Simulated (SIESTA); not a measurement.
Crystal: Sn3Te.

```
Te Sn
1.0
     4.86562    0.00000    0.00000
     0.00000    4.86562    0.00000
     0.00000    0.00000    4.86562
Te Sn
1 3
Direct
  0.00000 0.00000 0.00000
  0.00000 0.50000 0.50000
  0.50000 0.00000 0.50000
  0.50000 0.50000 0.00000
```

The cell comes from a database or a generator and needn't be the stable form of this composition.

| Item | Value |
| --- | --- |
| Program | SIESTA 5.4.2 |
| Task | single point |
| Functional | PBEsol |
| Potentials or basis | PseudoDojo 0.4 standard (PBEsol files) |
| Basis | DZP (energy shift 0.003 Ry; two zetas on semicore shells) |
| Grid cutoff | 500 Ry |
| Energy shift | 0.003 Ry |
| k mesh | 6 × 6 × 6 |
| Occupations | fermi-dirac, width 0.05 eV |
| Spin | no spin polarisation |

On this cell: pressure -1.4 GPa; largest force zero by symmetry; band gap on the k mesh none (metal or under the smearing width).

The same run follows on a disturbed copy (atoms moved at random, drawn with an rms of 0.05 Å):

```xyz
4
Lattice="4.8656 0.0000 0.0000 0.0000 4.8656 0.0000 0.0000 0.0000 4.8656" Properties=species:S:1:pos:R:3 pbc="T T T"
Te    0.0327   -0.0556   -0.0163
Sn   -0.0053    2.4532    2.4274
Sn    2.4404    0.0312    2.4317
Sn    2.3838    2.4556   -0.0059
```

Task: What does the disturbed cell give?

Result: The energy (extrapolated to zero smearing) moves by +1.2 meV/atom; pressure -1.3 GPa; largest force 0.123 eV/Å; band gap on the k mesh none (metal or under the smearing width).

Forces in eV/Å, atoms in the order of the input:
```
Te  -0.081  0.091  0.018
Sn  -0.053 -0.075 -0.016
Sn   0.079  0.055 -0.015
Sn   0.055 -0.073  0.013
```

Caveats: the basis of atomic orbitals isn't converged, which shifts pressures, moduli and gaps.
